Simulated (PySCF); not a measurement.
**Ag+: dipole response in def2-TZVPPD with ECP28**

Aim: the static polarisability and the C₆ coefficient of Ag+, method by method.

Program: PySCF 2.14.0. Level of theory: unrestricted determinants in a Gaussian basis, no spin-orbit coupling in the energies. These are calculated values, not measurements, unless marked.

### Step 1. Starting point

```
Element     : silver (Z = 47)
Basis       : def2-TZVPPD with the def2 core potential (28 electrons) (6s4p3d2f1g, 56 functions)
Hamiltonian : scalar relativity through the core potential
State 1     : Ag+: [Kr] 4d10, closed-shell 1S
Methods     : UHF, PBE, PBE0, BLYP, MN15
```

The outer shells:

Ag+ [Kr] 4d10
```
[Kr] core
4d [↑↓][↑↓][↑↓][↑↓][↑↓]
```

One driver process ran all states and methods and kept the integrals in memory. Each run is shown as a PySCF script that sums up its settings (the driver passes frozen orbitals as a list and adds second-order terms of double hybrids); the logs are those of the runs themselves. The driver starts from symmetry-adapted Hartree-Fock orbitals, holds the occupation by maximum overlap and uses a logarithmic radial grid for functionals, so a plain start would take other cycles.

The integrals over 56 functions and the set-up took 0.19 s of CPU time.

### Step 2. Ag+: the ladder of methods

**UHF**

Contents of input.py:

```python
from pyscf import gto, scf, dft, mp, cc
import basis_set_exchange as bse
txt = bse.get_basis("def2-TZVPPD", elements=["Ag"], fmt="nwchem", header=False)
cut = txt.index("\nECP")
mol = gto.M(atom="Ag 0 0 0", charge=1, spin=0, symmetry="D2h",
            basis=gto.basis.parse(txt[:cut]),
            ecp={"Ag": gto.basis.parse_ecp(txt[cut:])})
mf = scf.UHF(mol)
mf.irrep_nelec = {'Ag': (3, 3), 'B1g': (1, 1), 'B2g': (1, 1), 'B3g': (1, 1), 'B1u': (1, 1), 'B2u': (1, 1), 'B3u': (1, 1)}
mf.kernel()
```

Standard output:

```text
damping factor = 0
level_shift factor = 0
DIIS = <class 'pyscf.scf.diis.CDIIS'>
diis_start_cycle = 1
diis_space = 10
diis_damp = 0
SCF conv_tol = 1e-09
SCF conv_tol_grad = None
number electrons alpha = 9  beta = 9
cycle= 1 E= -145.883287347641  delta_E= -2.59e-12  |g|= 1.42e-06  |ddm|= 2.33e-06
converged SCF energy = -145.883287347641  <S^2> = 1.7763568e-15  2S+1 = 1
```

It used 0.56 s of CPU time after the integrals (shared host).

Orbital energies by shell (radii are means over both spins):

| shell | electrons | mean orbital energy (eV) | spread (eV) | rms radius (bohr) |
| --- | --- | --- | --- | --- |
| 4s | 2 | -125.93 | 0 | 0.984 |
| 4p | 6 | -83.966 | 0 | 1.08 |
| 4d | 10 | -22.042 | 0 | 1.50 |

⟨S²⟩ = 0.000, ⟨L²⟩ = 0.00.

The driver then solved the coupled dipole response at imaginary frequencies: mean α = 6.861 bohr³, C₆ = 32.77 au for a like pair.

Energies and moments cover only the electrons outside the core potential.

**PBE**

Changes to input.py:

```diff
@@ -7,3 +7,3 @@
             ecp={"Ag": gto.basis.parse_ecp(txt[cut:])})
-mf = scf.UHF(mol)
+mf = dft.UKS(mol, xc="PBE")
 mf.irrep_nelec = {'Ag': (3, 3), 'B1g': (1, 1), 'B2g': (1, 1), 'B3g': (1, 1), 'B1u': (1, 1), 'B2u': (1, 1), 'B3u': (1, 1)}
```

Standard output:

```text
damping factor = 0
level_shift factor = 0
DIIS = <class 'pyscf.scf.diis.CDIIS'>
diis_start_cycle = 1
diis_space = 10
diis_damp = 0
SCF conv_tol = 1e-09
SCF conv_tol_grad = None
number electrons alpha = 9  beta = 9
XC functionals = PBE
    J. P. Perdew, K. Burke, and M. Ernzerhof.,  Phys. Rev. Lett. 77, 3865 (1996)
    J. P. Perdew, K. Burke, and M. Ernzerhof.,  Phys. Rev. Lett. 78, 1396 (1997)
    J. P. Perdew, K. Burke, and M. Ernzerhof.,  Phys. Rev. Lett. 77, 3865 (1996)
    J. P. Perdew, K. Burke, and M. Ernzerhof.,  Phys. Rev. Lett. 78, 1396 (1997)
cycle= 1 E= -146.684039646023  delta_E= -0.00315  |g|= 0.139  |ddm|= 0.211
cycle= 2 E= -146.677425362354  delta_E= 0.00661  |g|= 0.215  |ddm|= 0.159
cycle= 3 E= -146.689575483787  delta_E= -0.0122  |g|= 0.00596  |ddm|= 0.0937
cycle= 4 E= -146.68958701438  delta_E= -1.15e-05  |g|= 0.000148  |ddm|= 0.00311
cycle= 5 E= -146.689587020235  delta_E= -5.86e-09  |g|= 3.38e-07  |ddm|= 6.62e-05
cycle= 6 E= -146.689587020235  delta_E= 1.71e-13  |g|= 5.39e-10  |ddm|= 1.57e-07
converged SCF energy = -146.689587020235  <S^2> = -1.7763568e-15  2S+1 = 1
```

CPU time 0.81 s on a shared host, the integrals not counted.

The driver then solved the coupled dipole response at imaginary frequencies: mean α = 8.293 bohr³, C₆ = 38.63 au for a like pair.

**PBE0**

Changes to input.py:

```diff
@@ -7,3 +7,3 @@
             ecp={"Ag": gto.basis.parse_ecp(txt[cut:])})
-mf = dft.UKS(mol, xc="PBE")
+mf = dft.UKS(mol, xc="PBE0")
 mf.irrep_nelec = {'Ag': (3, 3), 'B1g': (1, 1), 'B2g': (1, 1), 'B3g': (1, 1), 'B1u': (1, 1), 'B2u': (1, 1), 'B3u': (1, 1)}
```

Standard output:

```text
damping factor = 0
level_shift factor = 0
DIIS = <class 'pyscf.scf.diis.CDIIS'>
diis_start_cycle = 1
diis_space = 10
diis_damp = 0
SCF conv_tol = 1e-09
SCF conv_tol_grad = None
number electrons alpha = 9  beta = 9
XC functionals = PBE0
    C. Adamo and V. Barone.,  J. Chem. Phys. 110, 6158 (1999)
    M. Ernzerhof and G. E. Scuseria.,  J. Chem. Phys. 110, 5029 (1999)
cycle= 1 E= -146.683253727187  delta_E= -0.00262  |g|= 0.0689  |ddm|= 0.129
cycle= 2 E= -146.682716076757  delta_E= 0.000538  |g|= 0.0834  |ddm|= 0.0689
cycle= 3 E= -146.684472046982  delta_E= -0.00176  |g|= 0.000443  |ddm|= 0.037
cycle= 4 E= -146.684472107429  delta_E= -6.04e-08  |g|= 6.57e-05  |ddm|= 0.000233
cycle= 5 E= -146.684472108551  delta_E= -1.12e-09  |g|= 2.04e-07  |ddm|= 3.08e-05
cycle= 6 E= -146.684472108551  delta_E= -5.68e-14  |g|= 7.04e-10  |ddm|= 9.57e-08
converged SCF energy = -146.684472108551  <S^2> = -1.7763568e-15  2S+1 = 1
```

It used 1.2 s of CPU time after the integrals (shared host).

The driver then solved the coupled dipole response at imaginary frequencies: mean α = 7.775 bohr³, C₆ = 36.64 au for a like pair.

**BLYP**

Changes to input.py:

```diff
@@ -7,3 +7,3 @@
             ecp={"Ag": gto.basis.parse_ecp(txt[cut:])})
-mf = dft.UKS(mol, xc="PBE0")
+mf = dft.UKS(mol, xc="BLYP")
 mf.irrep_nelec = {'Ag': (3, 3), 'B1g': (1, 1), 'B2g': (1, 1), 'B3g': (1, 1), 'B1u': (1, 1), 'B2u': (1, 1), 'B3u': (1, 1)}
```

Standard output:

```text
damping factor = 0
level_shift factor = 0
DIIS = <class 'pyscf.scf.diis.CDIIS'>
diis_start_cycle = 1
diis_space = 10
diis_damp = 0
SCF conv_tol = 1e-09
SCF conv_tol_grad = None
number electrons alpha = 9  beta = 9
XC functionals = BLYP
    A. D. Becke.,  Phys. Rev. A 38, 3098 (1988)
    C. Lee, W. Yang, and R. G. Parr.,  Phys. Rev. B 37, 785 (1988)
    B. Miehlich, A. Savin, H. Stoll, and H. Preuss.,  Chem. Phys. Lett. 157, 200 (1989)
cycle= 1 E= -146.640687418778  delta_E= -0.00446  |g|= 0.158  |ddm|= 0.254
cycle= 2 E= -146.631087649327  delta_E= 0.0096  |g|= 0.254  |ddm|= 0.186
cycle= 3 E= -146.648071349556  delta_E= -0.017  |g|= 0.00841  |ddm|= 0.109
cycle= 4 E= -146.648095032247  delta_E= -2.37e-05  |g|= 0.000236  |ddm|= 0.00454
cycle= 5 E= -146.648095047302  delta_E= -1.51e-08  |g|= 3.87e-07  |ddm|= 0.000106
cycle= 6 E= -146.648095047301  delta_E= 8.53e-14  |g|= 2.17e-09  |ddm|= 1.81e-07
converged SCF energy = -146.648095047301  <S^2> = -3.5527137e-15  2S+1 = 1
```

CPU time 0.82 s on a shared host, the integrals not counted.

The driver then solved the coupled dipole response at imaginary frequencies: mean α = 8.435 bohr³, C₆ = 38.92 au for a like pair.

**MN15**

Changes to input.py:

```diff
@@ -7,3 +7,3 @@
             ecp={"Ag": gto.basis.parse_ecp(txt[cut:])})
-mf = dft.UKS(mol, xc="BLYP")
+mf = dft.UKS(mol, xc="MN15")
 mf.irrep_nelec = {'Ag': (3, 3), 'B1g': (1, 1), 'B2g': (1, 1), 'B3g': (1, 1), 'B1u': (1, 1), 'B2u': (1, 1), 'B3u': (1, 1)}
```

Standard output:

```text
damping factor = 0
level_shift factor = 0
DIIS = <class 'pyscf.scf.diis.CDIIS'>
diis_start_cycle = 1
diis_space = 10
diis_damp = 0
SCF conv_tol = 1e-09
SCF conv_tol_grad = None
number electrons alpha = 9  beta = 9
XC functionals = MN15
    H. S. Yu, X. He, S. L. Li, and D. G. Truhlar.,  Chem. Sci. 7, 5032-5051 (2016)
    H. S. Yu, X. He, S. L. Li, and D. G. Truhlar.,  Chem. Sci. 7, 5032-5051 (2016)
cycle= 1 E= -146.381686781057  delta_E= 0.00187  |g|= 0.206  |ddm|= 0.152
cycle= 2 E= -146.378405278232  delta_E= 0.00328  |g|= 0.237  |ddm|= 0.192
cycle= 3 E= -146.391388045327  delta_E= -0.013  |g|= 0.000802  |ddm|= 0.104
cycle= 4 E= -146.391388251127  delta_E= -2.06e-07  |g|= 0.000124  |ddm|= 0.000454
cycle= 5 E= -146.391388254228  delta_E= -3.1e-09  |g|= 3.02e-06  |ddm|= 6.6e-05
cycle= 6 E= -146.39138825423  delta_E= -1.76e-12  |g|= 7.63e-08  |ddm|= 1.39e-06
converged SCF energy = -146.39138825423  <S^2> = -3.5527137e-15  2S+1 = 1
```

It used 2.3 s of CPU time after the integrals (shared host).

The driver then solved the coupled dipole response at imaginary frequencies: mean α = 7.894 bohr³, C₆ = 36.89 au for a like pair.

Radial density 4πr²ρ of Ag+ at UHF, the electrons outside the core potential:

| r (bohr) | density |
| --- | --- |
| 0.0315 | 1.15e-05 |
| 0.0530 | 5.16e-05 |
| 0.0892 | 0.000389 |
| 0.150 | 0.00475 |
| 0.252 | 0.0790 |
| 0.424 | 1.81 |
| 0.714 | 15.0 |
| 1.20 | 14.0 |
| 2.02 | 2.80 |
| 3.40 | 0.185 |
| 5.71 | 0.00156 |

### Step 3. Polarisabilities and C₆

Ag+, in atomic units:

| method | mean α | C₆ (like pair) | S(−4) |
| --- | --- | --- | --- |
| UHF | 6.861 | 32.77 | 20.39 |
| PBE | 8.293 | 38.63 | 38.23 |
| PBE0 | 7.775 | 36.64 | 30.70 |
| BLYP | 8.435 | 38.92 | 40.94 |
| MN15 | 7.894 | 36.89 | 31.45 |

α(iu) at MN15:

| u (hartree) | α(iu) (bohr³) |
| --- | --- |
| 0 | 7.894 |
| 0.0500 | 7.817 |
| 0.100 | 7.598 |
| 0.200 | 6.886 |
| 0.300 | 6.072 |
| 0.500 | 4.754 |
| 0.750 | 3.753 |
| 1.00 | 3.139 |
| 1.50 | 2.357 |
| 2.00 | 1.828 |
| 3.00 | 1.148 |
| 5.00 | 0.5339 |

### Step 4. Summary of results

| quantity | value |
| --- | --- |
| α of Ag+ | 6.861 (UHF) to 8.435 (BLYP) bohr³ |

What this shows: A single London oscillator with the computed α and C₆ of Ag+ at UHF would have ω = 4 C₆ / (3 α²) = 0.928 hartree. All values hold for this basis alone; no basis-set limit was taken.
